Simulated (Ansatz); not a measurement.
The system is BeSi.

```
CELL_PARAMETERS angstrom
2.96583 0.00000 0.00000
0.00000 2.96583 0.00000
0.00000 0.00000 2.96583
ATOMIC_POSITIONS crystal
Be 0.50000 0.50000 0.50000
Si 0.00000 0.00000 0.00000
```

The cell was built by a generator and needn't be a form met in nature.

```yaml
Program: Ansatz 0.2.0
Task: single point
Functional: PBE
Potentials_or_basis: all-electron LAPW, scalar-relativistic
Cutoff: 127 eV (chosen from the basis error)
Basis_error_allowed: 0.001 eV/atom
k_mesh: 9 × 9 × 9
Occupations: fermi-dirac, width 0.05 eV
Spin: no spin polarisation
```

On this cell: pressure -8.9 GPa; largest force zero by symmetry; band gap on the k mesh none (metal or under the smearing width).

The same run follows on a disturbed copy (atoms moved at random, drawn with an rms of 0.05 Å):

```
CELL_PARAMETERS angstrom
2.96583 0.00000 0.00000
0.00000 2.96583 0.00000
0.00000 0.00000 2.96583
ATOMIC_POSITIONS crystal
Be 0.50373 0.47229 0.49520
Si 0.01020 0.00772 0.98887
```

What changes?

The energy (extrapolated to zero smearing) moves by +2.5 meV/atom; pressure -8.5 GPa; largest force 0.094 eV/Å; band gap on the k mesh none (metal or under the smearing width).

Forces on the atoms (eV/Å):
```
Be   0.020  0.090 -0.020
Si  -0.020 -0.090  0.020
```

Stress tensor (GPa, compression positive):
```
-8.30  0.11 -0.02
 0.11 -8.89 -0.11
-0.02 -0.11 -8.30
```
